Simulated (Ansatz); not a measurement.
# C2H6ClNOSi: shift of H8 from N1 to O3, part 3 of 3

Aim: the minimum-energy path and barrier of the shift of H8 from N1 to O3. The ends are relaxed first, then joined by a nudged elastic band. SMILES of the start: NC(=O)[SiH2]CCl.

Ansatz 0.2.0; RKS B3LYP-D4/def2-SVP.

**7. The band, image by image**

The 7 inner images lie between the fixed ends 0 and 8. Energy is taken from image 0, and the path length is the program's own coordinate along the band.

| image | path (Å) | energy (eV) | H8–N1 (Å) | H8–O3 (Å) | band force (eV/Å) |
| --- | --- | --- | --- | --- | --- |
| 0 | 0.000 | 0.0000 | 1.02 | 2.52 | - |
| 1 | 0.681 | 0.0093 | 1.02 | 2.52 | 0.009 |
| 2 | 1.362 | 0.0228 | 1.02 | 2.52 | 0.048 |
| 3 | 2.043 | 0.2362 | 1.02 | 2.15 | 0.026 |
| 4* | 2.723 | 1.9015 | 1.34 | 1.33 | 0.036 |
| 5 | 3.352 | 0.7324 | 1.98 | 0.99 | 0.017 |
| 6 | 3.980 | 0.5882 | 2.26 | 0.98 | 0.009 |
| 7 | 4.609 | 0.5742 | 2.26 | 0.98 | 0.004 |
| 8 | 5.237 | 0.5670 | 2.27 | 0.98 | - |

The star marks the climbing image.

image, energy (eV) and a bar:
```
        0      0.000 
        1      0.009 
        2      0.023 
        3      0.236 ####
        4      1.901 ##############################
        5      0.732 ############
        6      0.588 #########
        7      0.574 #########
        8      0.567 #########
```

The top of the band by iteration:

| iteration | highest image above image 0 (eV) | largest band force (eV/Å) |
| --- | --- | --- |
| 1 | 4.1324 | 8.228 |
| 2 | 2.7416 | 4.172 |
| 3 | 2.2110 | 3.410 |
| 4 | 1.9313 | 1.879 |
| 5 | 1.9827 | 1.341 |
| 6 | 1.9073 | 0.575 |
| 7 | 1.9012 | 0.229 |
| 8 | 1.9017 | 0.170 |
| 9 | 1.9015 | 0.048 |

The band as a trajectory file:

```xyz
12
image=0 dE=0.0000
N     2.154    0.475   -0.803
C     0.804    0.343   -0.919
O     0.244    0.146   -1.989
Si   -0.327    0.464    0.643
C    -1.564   -0.949    0.438
Cl   -2.849   -0.859    1.711
H     2.605    0.622    0.091
H     2.727    0.415   -1.640
H     0.432    0.331    1.922
H    -1.027    1.774    0.609
H    -2.042   -0.885   -0.549
H    -1.079   -1.933    0.519
12
image=1 dE=0.0093
N     2.155    0.592   -0.825
C     0.851    0.209   -0.889
O     0.341   -0.240   -1.907
Si   -0.287    0.386    0.666
C    -1.631   -0.917    0.415
Cl   -2.880   -0.795    1.720
H     2.566    0.972    0.019
H     2.728    0.526   -1.663
H     0.456    0.164    1.941
H    -0.882    1.751    0.681
H    -2.121   -0.768   -0.557
H    -1.220   -1.936    0.432
12
image=2 dE=0.0228
N     2.132    0.692   -0.864
C     0.911    0.092   -0.838
O     0.494   -0.601   -1.755
Si   -0.249    0.322    0.700
C    -1.677   -0.872    0.386
Cl   -2.912   -0.745    1.705
H     2.448    1.302   -0.121
H     2.708    0.592   -1.696
H     0.456   -0.002    1.973
H    -0.744    1.727    0.771
H    -2.165   -0.649   -0.572
H    -1.324   -1.912    0.345
12
image=3 dE=0.2362
N     2.114    0.768   -0.910
C     0.950    0.124   -0.684
O     0.610   -0.712   -1.522
Si   -0.254    0.331    0.800
C    -1.654   -0.845    0.329
Cl   -2.942   -0.828    1.602
H     2.548    1.505   -0.362
H     2.437    0.379   -1.800
H     0.395   -0.083    2.074
H    -0.739    1.734    0.919
H    -2.105   -0.555   -0.631
H    -1.282   -1.873    0.219
12
image=4 dE=1.9015
N     2.157    0.862   -0.854
C     1.034    0.235   -0.626
O     0.842   -0.584   -1.607
Si   -0.243    0.321    0.794
C    -1.645   -0.848    0.318
Cl   -2.918   -0.832    1.606
H     2.574    1.579   -0.266
H     1.987    0.027   -1.889
H     0.410   -0.111    2.058
H    -0.730    1.720    0.929
H    -2.110   -0.547   -0.632
H    -1.282   -1.878    0.202
12
image=5 dE=0.7324
N     2.208    1.004   -0.758
C     1.141    0.326   -0.609
O     0.937   -0.574   -1.597
Si   -0.219    0.348    0.756
C    -1.607   -0.864    0.311
Cl   -2.887   -0.827    1.596
H     2.426    1.703   -0.055
H     1.752   -0.359   -2.113
H     0.404   -0.042    2.050
H    -0.759    1.730    0.862
H    -2.083   -0.604   -0.645
H    -1.237   -1.896    0.236
12
image=6 dE=0.5882
N     2.100    1.174   -0.805
C     1.165    0.338   -0.601
O     1.055   -0.743   -1.411
Si   -0.180    0.343    0.766
C    -1.575   -0.836    0.275
Cl   -2.854   -0.835    1.560
H     2.082    1.949   -0.137
H     1.780   -0.674   -2.061
H     0.437   -0.099    2.046
H    -0.684    1.735    0.910
H    -2.046   -0.541   -0.673
H    -1.204   -1.865    0.163
12
image=7 dE=0.5742
N     1.951    1.269   -0.941
C     1.171    0.331   -0.585
O     1.240   -0.867   -1.215
Si   -0.155    0.314    0.797
C    -1.579   -0.806    0.255
Cl   -2.851   -0.851    1.545
H     1.800    2.122   -0.398
H     1.943   -0.786   -1.889
H     0.452   -0.211    2.051
H    -0.617    1.713    1.003
H    -2.051   -0.450   -0.672
H    -1.227   -1.833    0.084
12
image=8 dE=0.5670
N     1.786    1.311   -1.084
C     1.183    0.320   -0.564
O     1.442   -0.931   -1.018
Si   -0.124    0.281    0.833
C    -1.583   -0.765    0.234
Cl   -2.847   -0.863    1.529
H     1.500    2.197   -0.661
H     2.113   -0.840   -1.721
H     0.465   -0.327    2.055
H    -0.548    1.682    1.101
H    -2.053   -0.335   -0.662
H    -1.258   -1.787   -0.007
```

**8. Vibrations at the top**

The geometry is the highest inner image of the first converged band.

The input, input.yaml:

```yaml
crystal:
  periodic: [false, false, false]
  atoms:
    - { symbol: "N", position_ang: [2.157164, 0.8624, -0.854414] }
    - { symbol: C, position_ang: [1.034406, 0.235177, -0.625719] }
    - { symbol: O, position_ang: [0.842077, -0.583622, -1.606904] }
    - { symbol: Si, position_ang: [-0.243357, 0.321151, 0.794101] }
    - { symbol: C, position_ang: [-1.644983, -0.847515, 0.317547] }
    - { symbol: Cl, position_ang: [-2.918049, -0.831651, 1.606369] }
    - { symbol: H, position_ang: [2.573959, 1.579251, -0.265528] }
    - { symbol: H, position_ang: [1.987233, 0.026517, -1.888793] }
    - { symbol: H, position_ang: [0.410417, -0.110944, 2.057765] }
    - { symbol: H, position_ang: [-0.730053, 1.719713, 0.929349] }
    - { symbol: H, position_ang: [-2.109924, -0.547231, -0.631977] }
    - { symbol: H, position_ang: [-1.281888, -1.878442, 0.202202] }
basis:
  gaussian: { orbitals: def2-SVP }
hamiltonian:
  xc: b3lyp
  dispersion: d4
phonons: {}
```

Run with:

```
ansatz run input.yaml --threads 2 --pin off --max-ram 3072MiB --backend cpu --events-out ev --progress --plain --runs-dir out
```

Output, cut to the lines that bear on the results:

```text
Warning: RAYON_NUM_THREADS=2 ignored (pool sized by the plan → 2); use --threads N
[...]
Functional definition: B3LYP
[...]
1311 factors; integrals over basis functions are off by at most 3.9e-4 eV
[...]
mean field -26097.71965031 eV, -959.0735074792 hartree, gradient 1.2e-5 eV, S^2 0.000000; 0 other end points of the search recorded, 0 dependent functions left out
[...]
reference -26097.71992334 eV, -959.0735175129 hartree; 32, 32 occupied and 90, 90 virtual orbitals, 1311 factors
[...]
WARN: phonons: modes at or below zero, which the zero-point energy, F, S and C_V leave out: 2, the lowest at -1885.82 cm⁻¹. A minimum has none, and a first-order saddle one
[...]
Atom 9 at    -0.730053     1.719713     0.929349 Å, force     0.005148     0.005187    -0.005906 eV/Å
Atom 10 at    -2.109924    -0.547231    -0.631977 Å, force    -0.004551    -0.001142    -0.000030 eV/Å
Atom 11 at    -1.281888    -1.878442     0.202202 Å, force    -0.000182     0.001074    -0.002177 eV/Å
Dipole moment:     0.254216     0.286277     0.142974 e Å
Vibrations: -1885.82 -45.57 60.84 87.16 192.17 277.78 345.39 479.55 492.37 502.77 663.88 706.73 766.12 824.83 827.25 937.95 953.92 1092.83 1122.60 1152.65 1185.50 1413.84 1468.03 1577.62 2092.30 2249.35 2254.17 3086.54 3154.03 3576.38 cm⁻¹, zero-point energy 2.079497 eV
```

Wall time 3 min (2 threads of Arm Neoverse V1, shared host); peak memory 0.3 GiB.

Of 30 modes, 2 are imaginary by more than 30 cm⁻¹ (1886i, 46i cm⁻¹).

**9. A trajectory let go at the top**

It starts at the highest inner image of the first converged band: 200 steps of 0.5 fs at constant energy, with velocities drawn for 300 K.

input.yaml: that of step 8 with these lines changed.

```diff
@@ -20,2 +20,8 @@
   dispersion: d4
-phonons: {}
+md:
+  timestep: 0.5
+  n_steps: 200
+  ensemble: nve
+  temperature: 300.0
+  initial_velocities: maxwell_boltzmann
+  seed: 11585
```

Run with:

```
ansatz run input.yaml --threads 2 --pin off --max-ram 3072MiB --backend cpu --events-out ev --progress --plain --runs-dir out
```

Output, cut to the lines that bear on the results:

```text
Warning: RAYON_NUM_THREADS=2 ignored (pool sized by the plan → 2); use --threads N
[...]
[... 1 set-up line as earlier in the session ...]
[...]
1311 factors; integrals over basis functions are off by at most 3.9e-4 eV
[...]
mean field -26097.71965031 eV, -959.0735074792 hartree, gradient 1.2e-5 eV, S^2 0.000000; 0 other end points of the search recorded, 0 dependent functions left out
[...]
md step    56: t =    28.00 fs  T =   686.5 K  F+E_penalty+E_count = -26098.67380340 eV  E_kin = 0.887398 eV  conserved = -26097.78640570 eV  (31 SCF iters, 3 dispersion substeps)
md step    57: t =    28.50 fs  T =   778.6 K  F+E_penalty+E_count = -26098.79741516 eV  E_kin = 1.006395 eV  conserved = -26097.79101973 eV  (31 SCF iters, 3 dispersion substeps)
md step    58: t =    29.00 fs  T =   854.5 K  F+E_penalty+E_count = -26098.89831590 eV  E_kin = 1.104497 eV  conserved = -26097.79381870 eV  (32 SCF iters, 3 dispersion substeps)
```

**10. More of the same log: dynamics from the highest image of the converged band**

The log, continued, cut to the lines that bear on the results:

```text
md step    59: t =    29.50 fs  T =   878.3 K  F+E_penalty+E_count = -26098.92899491 eV  E_kin = 1.135258 eV  conserved = -26097.79373674 eV  (31 SCF iters, 3 dispersion substeps)
[...]
md step    79: t =    39.50 fs  T =  1451.1 K  F+E_penalty+E_count = -26099.67090994 eV  E_kin = 1.875728 eV  conserved = -26097.79518174 eV  (31 SCF iters, 3 dispersion substeps)
[...]
md step   119: t =    59.50 fs  T =  1142.0 K  F+E_penalty+E_count = -26099.26908438 eV  E_kin = 1.476092 eV  conserved = -26097.79299198 eV  (32 SCF iters, 3 dispersion substeps)
[...]
md step   137: t =    68.50 fs  T =  1093.5 K  F+E_penalty+E_count = -26099.20615025 eV  E_kin = 1.413484 eV  conserved = -26097.79266593 eV  (33 SCF iters, 3 dispersion substeps)
md step   138: t =    69.00 fs  T =  1124.7 K  F+E_penalty+E_count = -26099.24574465 eV  E_kin = 1.453819 eV  conserved = -26097.79192541 eV  (31 SCF iters, 3 dispersion substeps)
```

**11. The output, continued: dynamics from the highest image of the converged band**

Output, continued, cut to the lines that bear on the results:

```text
md step   139: t =    69.50 fs  T =  1119.2 K  F+E_penalty+E_count = -26099.23735069 eV  E_kin = 1.446684 eV  conserved = -26097.79066694 eV  (32 SCF iters, 3 dispersion substeps)
[...]
md step   154: t =    77.00 fs  T =   670.1 K  F+E_penalty+E_count = -26098.65297563 eV  E_kin = 0.866158 eV  conserved = -26097.78681722 eV  (30 SCF iters, 3 dispersion substeps)
[...]
Atom 8 at     0.524367    -0.206170     1.913676 Å, force    -0.654918     0.278750    -0.261089 eV/Å
Atom 9 at    -0.523583     1.750440     0.772107 Å, force    -0.171199     0.301538     0.183346 eV/Å
Atom 10 at    -2.268290    -0.109320    -0.587467 Å, force    -0.238104    -0.367300     0.328162 eV/Å
Atom 11 at    -1.548433    -1.705675    -0.107806 Å, force    -0.004116     0.393400     0.025404 eV/Å
Dipole moment:     0.202593     0.596932     0.048704 e Å
```

It took 13 min on 2 threads of Arm Neoverse V1, shared host; peak memory 0.3 GiB.

**12. What the atoms did**

One step in 15; energies are changes from step 0:

| time (fs) | T (K) | potential energy change (meV/atom) | total energy change (meV/atom) | H8–N1 (Å) | H8–O3 (Å) |
| --- | --- | --- | --- | --- | --- |
| 0.0 | 300 | 0.0 | 0.00 | 1.34 | 1.33 |
| 7.5 | 947 | -69.9 | -0.19 | 0.99 | 1.80 |
| 15.0 | 1016 | -77.3 | -0.13 | 1.09 | 2.65 |
| 22.5 | 715 | -44.6 | 0.13 | 1.14 | 2.89 |
| 30.0 | 845 | -59.1 | -0.40 | 1.06 | 3.02 |
| 37.5 | 917 | -66.3 | 0.20 | 0.93 | 2.83 |
| 45.0 | 895 | -64.5 | -0.35 | 1.02 | 2.47 |
| 52.5 | 742 | -47.6 | 0.02 | 1.14 | 2.21 |
| 60.0 | 1078 | -84.1 | -0.29 | 1.10 | 2.17 |
| 67.5 | 912 | -66.2 | -0.21 | 0.96 | 2.41 |
| 75.0 | 924 | -67.7 | -0.39 | 0.98 | 2.80 |
| 82.5 | 538 | -25.7 | -0.05 | 1.08 | 3.04 |
| 90.0 | 716 | -44.7 | 0.08 | 1.11 | 2.71 |
| 97.5 | 992 | -74.9 | -0.32 | 1.03 | 2.56 |
| 100.0 | 803 | -54.0 | 0.15 | 1.12 | 2.51 |

time (fs), T (K) and a bar:
```
      0.0        300 
      4.5        420 ###
      8.5       1054 #####################
     13.0        794 ##############
     17.5       1128 #######################
     21.5        939 ##################
     26.0        719 ############
     30.5        770 #############
     35.0        584 ########
     39.0       1385 ##############################
     43.5        922 #################
     48.0        994 ###################
     52.0        826 ###############
     56.5        597 ########
     61.0        903 #################
     65.0        850 ###############
     69.5       1119 #######################
     74.0       1038 ####################
     78.5        706 ###########
     82.5        538 #######
     87.0        912 #################
     91.5        726 ############
     95.5        908 #################
    100.0        803 ##############
```

The last frame stands with the bonds of end A.

**13. Dynamics from the top**

It starts at the highest inner image of the first converged band: 200 steps of 0.5 fs at constant energy, with velocities drawn for 100 K.

input.yaml: that of step 9 with these lines changed.

```diff
@@ -24,4 +24,4 @@
   ensemble: nve
-  temperature: 300.0
+  temperature: 100.0
   initial_velocities: maxwell_boltzmann
-  seed: 11585
+  seed: 11586
```

Run with:

```
ansatz run input.yaml --threads 2 --pin off --max-ram 3072MiB --backend cpu --events-out ev --progress --plain --runs-dir out
```

Output, cut to the lines that bear on the results:

```text
Warning: RAYON_NUM_THREADS=2 ignored (pool sized by the plan → 2); use --threads N
[...]
[... 1 set-up line as earlier in the session ...]
[...]
1311 factors; integrals over basis functions are off by at most 3.9e-4 eV
[...]
mean field -26097.71965031 eV, -959.0735074792 hartree, gradient 1.2e-5 eV, S^2 0.000000; 0 other end points of the search recorded, 0 dependent functions left out
[...]
md step    45: t =    22.50 fs  T =   603.9 K  F+E_penalty+E_count = -26098.82757971 eV  E_kin = 0.780543 eV  conserved = -26098.04703705 eV  (31 SCF iters, 3 dispersion substeps)
[...]
md step    59: t =    29.50 fs  T =   541.2 K  F+E_penalty+E_count = -26098.74618665 eV  E_kin = 0.699547 eV  conserved = -26098.04663969 eV  (30 SCF iters, 3 dispersion substeps)
md step    60: t =    30.00 fs  T =   560.1 K  F+E_penalty+E_count = -26098.77242216 eV  E_kin = 0.723997 eV  conserved = -26098.04842531 eV  (32 SCF iters, 3 dispersion substeps)
```

**14. The output, continued: dynamics from the highest image of the converged band**

The log, continued, cut to the lines that bear on the results:

```text
md step    61: t =    30.50 fs  T =   557.8 K  F+E_penalty+E_count = -26098.77151889 eV  E_kin = 0.721030 eV  conserved = -26098.05048871 eV  (31 SCF iters, 3 dispersion substeps)
[...]
md step    80: t =    40.00 fs  T =   773.4 K  F+E_penalty+E_count = -26099.05051995 eV  E_kin = 0.999677 eV  conserved = -26098.05084260 eV  (32 SCF iters, 3 dispersion substeps)
[...]
md step   137: t =    68.50 fs  T =   656.0 K  F+E_penalty+E_count = -26098.89604518 eV  E_kin = 0.847931 eV  conserved = -26098.04811420 eV  (32 SCF iters, 3 dispersion substeps)
md step   138: t =    69.00 fs  T =   668.2 K  F+E_penalty+E_count = -26098.91342526 eV  E_kin = 0.863727 eV  conserved = -26098.04969776 eV  (31 SCF iters, 3 dispersion substeps)
md step   139: t =    69.50 fs  T =   647.2 K  F+E_penalty+E_count = -26098.88660640 eV  E_kin = 0.836528 eV  conserved = -26098.05007829 eV  (31 SCF iters, 3 dispersion substeps)
```

**15. The output, continued: dynamics from the highest image of the converged band**

Output, continued, cut to the lines that bear on the results:

```text
md step   140: t =    70.00 fs  T =   592.2 K  F+E_penalty+E_count = -26098.81357284 eV  E_kin = 0.765466 eV  conserved = -26098.04810677 eV  (31 SCF iters, 3 dispersion substeps)
[...]
md step   155: t =    77.50 fs  T =   549.7 K  F+E_penalty+E_count = -26098.75867341 eV  E_kin = 0.710529 eV  conserved = -26098.04814444 eV  (31 SCF iters, 3 dispersion substeps)
[...]
Atom 8 at     0.437723    -0.353225     2.114265 Å, force     0.051032    -0.095618     0.151032 eV/Å
Atom 9 at    -0.467426     1.679077     1.137122 Å, force    -0.160437     0.417567     0.227365 eV/Å
Atom 10 at    -2.108859    -0.175594    -0.596741 Å, force     0.321911    -0.308749     0.135649 eV/Å
Atom 11 at    -1.316012    -1.719825    -0.029734 Å, force    -0.220976     0.442657    -0.043187 eV/Å
Dipole moment:     0.092321     0.145241     0.044113 e Å
```

Wall time 13 min (2 threads of Arm Neoverse V1, shared host); peak memory 0.3 GiB.

**16. What the atoms did**

One step in 8; energies are changes from step 0:

| time (fs) | T (K) | potential energy change (meV/atom) | total energy change (meV/atom) | H8–N1 (Å) | H8–O3 (Å) |
| --- | --- | --- | --- | --- | --- |
| 0.0 | 100 | 0.0 | 0.00 | 1.34 | 1.33 |
| 4.0 | 59 | 4.5 | 0.04 | 1.35 | 1.28 |
| 8.0 | 146 | -4.9 | 0.07 | 1.47 | 1.23 |
| 12.0 | 713 | -66.3 | -0.29 | 1.75 | 1.01 |
| 16.0 | 809 | -76.8 | -0.43 | 2.23 | 0.99 |
| 20.0 | 539 | -47.2 | 0.02 | 2.55 | 1.07 |
| 24.0 | 668 | -61.3 | -0.16 | 2.61 | 0.89 |
| 28.0 | 529 | -46.1 | 0.09 | 2.69 | 1.11 |
| 32.0 | 299 | -21.4 | 0.02 | 2.53 | 0.90 |
| 36.0 | 361 | -28.1 | -0.01 | 2.51 | 1.07 |
| 40.0 | 773 | -73.0 | -0.43 | 2.56 | 1.00 |
| 44.0 | 736 | -69.0 | -0.49 | 2.66 | 0.97 |
| 48.0 | 444 | -37.0 | 0.01 | 2.64 | 1.05 |
| 52.0 | 631 | -57.5 | -0.30 | 2.32 | 0.91 |
| 56.0 | 368 | -28.8 | 0.12 | 2.07 | 1.14 |
| 60.0 | 586 | -52.7 | -0.29 | 1.85 | 0.96 |
| 64.0 | 836 | -79.7 | -0.36 | 1.93 | 1.02 |
| 68.0 | 626 | -56.8 | -0.06 | 2.18 | 1.05 |
| 72.0 | 563 | -50.0 | -0.18 | 2.42 | 0.92 |
| 76.0 | 443 | -36.9 | 0.09 | 2.57 | 1.07 |
| 80.0 | 408 | -33.0 | 0.21 | 2.44 | 0.89 |
| 84.0 | 205 | -11.2 | 0.12 | 2.35 | 1.09 |
| 88.0 | 553 | -49.2 | -0.37 | 2.21 | 0.97 |
| 92.0 | 698 | -64.7 | -0.34 | 2.18 | 1.00 |
| 96.0 | 512 | -44.4 | -0.07 | 2.21 | 1.03 |
| 100.0 | 674 | -62.0 | -0.26 | 2.22 | 0.92 |

time (fs), T (K) and a bar:
```
      0.0        100 ##
      4.5         60 
      8.5        178 #####
     13.0        777 ##############################
     17.5        558 #####################
     21.5        714 ###########################
     26.0        780 ##############################
     30.5        558 #####################
     35.0        394 ##############
     39.0        617 #######################
     43.5        736 ############################
     48.0        444 ################
     52.0        631 ########################
     56.5        363 #############
     61.0        527 ###################
     65.0        742 ############################
     69.5        647 ########################
     74.0        548 ####################
     78.5        555 #####################
     82.5        403 ##############
     87.0        438 ################
     91.5        713 ###########################
     95.5        467 #################
    100.0        674 ##########################
```

Bonds that form or break, judged by distance (formed within 1.15 times the sum of covalent radii and held on average over 12 fs, broken when stretched by half; pairs already stretched at the start don't count as bonds):

| time (fs) | bond | event |
| --- | --- | --- |
| 11.5 | O3–H8 | forms |

The last frame stands with the bonds of end B.

**17. Outcome**

The summary covers parts 1 to 3.

```
                         quantity                              value
                            end A           22 moves, 0.194 eV lower
                            end B           24 moves, 1.757 eV lower
                 barrier forwards                            1.90 eV
                barrier backwards                            1.33 eV
     second end relative to first                          +0.567 eV
                    highest image              4 of 0 to 8, climbing
                  band iterations                                  9
       imaginary modes at the top                    1886i, 46i cm⁻¹
trajectory at 300 K, after 100 fs  with the bonds of end A, at 803 K
trajectory at 100 K, after 100 fs  with the bonds of end B, at 674 K
```

The barrier from the first end is 1.90 eV, 74 times kT at 300 K, which at an assumed attempt frequency of 10^13 s⁻¹ means a rate near 10^-19 s⁻¹. Going back costs 1.33 eV, since the second end is 0.57 eV above the first. By distance, end A alone has N1–H8 and end B alone has O3–H8. Beside the main imaginary mode the others are soft (under 80i cm⁻¹) and may be noise at this precision. These are electronic energies, with no zero-point or thermal terms. Tunnelling, which matters where hydrogen moves, is missing too.
